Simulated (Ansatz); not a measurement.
# C₆H₃In: how energies converge with the basis set

One table from this session's results is given with a row withheld; the runs are named, their logs left out.

Method: one geometry, several basis sets; program: Ansatz 0.2.0, Gaussian basis.

The runs, in order: PBE0-D4/def2-SVP; ωB97M-V/def2-SVP; PBE0-D4/def2-QZVPP; ωB97M-V/def2-QZVPP; the functionals' def2-TZVPP values are taken from earlier runs.

## The relaxed structure

All runs share one geometry, relaxed beforehand with PBE0-D4 in a triple-zeta def2 set. In takes the def2 core potential; no spin-orbit term is included.

SMILES `C#[C][In]([C]#C)[C]#C`, 10 atoms, charge 0, spin multiplicity 1.

Atoms are counted from 1 here; the program's logs count them from 0.

Bond lengths: C1–C2 1.208 Å, C1–H8 1.067 Å, C2–In3 2.072 Å, In3–C4 2.072 Å, In3–C6 2.072 Å, C4–C5 1.208 Å, C5–H9 1.067 Å, C6–C7 1.208 Å, C7–H10 1.067 Å. Angles: C2–C1–H8 180.0°, C1–C2–In3 180.0°, C2–In3–C4 120.0°, C2–In3–C6 120.0°, C4–In3–C6 120.0°, In3–C4–C5 180.0°, C4–C5–H9 180.0°, In3–C6–C7 180.0°, C6–C7–H10 180.0°.

Set-up of the first run:

The input, in.yaml:

```yaml
crystal:
  periodic: [false, false, false]
  atoms:
    - {symbol: C, position_ang: [-0.460965, -3.115775, 0.915370]}
    - {symbol: C, position_ang: [-0.291362, -1.968218, 0.577818]}
    - {symbol: In, position_ang: [-0.000118, 0.000313, -0.000514]}
    - {symbol: C, position_ang: [1.557573, 0.485081, -1.278386]}
    - {symbol: C, position_ang: [2.465834, 0.767348, -2.023357]}
    - {symbol: C, position_ang: [-1.266478, 1.483746, 0.699578]}
    - {symbol: C, position_ang: [-2.004814, 2.348309, 1.108214]}
    - {symbol: H, position_ang: [-0.610676, -4.128818, 1.213326]}
    - {symbol: H, position_ang: [3.267639, 1.016502, -2.680991]}
    - {symbol: H, position_ang: [-2.656621, 3.111503, 1.468952]}
basis:
  gaussian: {orbitals: def2-SVP}
hamiltonian: {xc: pbe0, dispersion: d4}
output: {orbitals: {seedname: orbitals}}
```

Launch:

```console
$ ansatz run in.yaml --threads 2 --pin off --events-out ev --progress --plain --max-ram 32768MiB --backend cpu
```

Steps of the session up to this table: PBE0-D4 in def2-SVP; ωB97M-V in def2-SVP; PBE0-D4 in def2-QZVPP; ωB97M-V in def2-QZVPP.

One table of the session follows, with a row left open; its other results are not shown here.

It belongs to the step «Functionals by basis». 

| functional | basis | HOMO (eV) | LUMO (eV) |
| --- | --- | --- | --- |
| PBE0-D4 | def2-SVP | -8.13 | -2.11 |
| PBE0-D4 | def2-TZVPP | -8.20 | -2.18 |
| PBE0-D4 | def2-QZVPP | -8.21 | -2.19 |
| ωB97M-V | def2-SVP | ? | ? |
| ωB97M-V | def2-TZVPP | -10.48 | -0.50 |
| ωB97M-V | def2-QZVPP | -10.50 | -0.52 |

Estimate the missing values for ωB97M-V, def2-SVP.

The run gave: HOMO (eV): -10.40; LUMO (eV): -0.39. In the column «HOMO (eV)» it lies between ωB97M-V, def2-TZVPP (-10.48) and PBE0-D4, def2-QZVPP (-8.21).
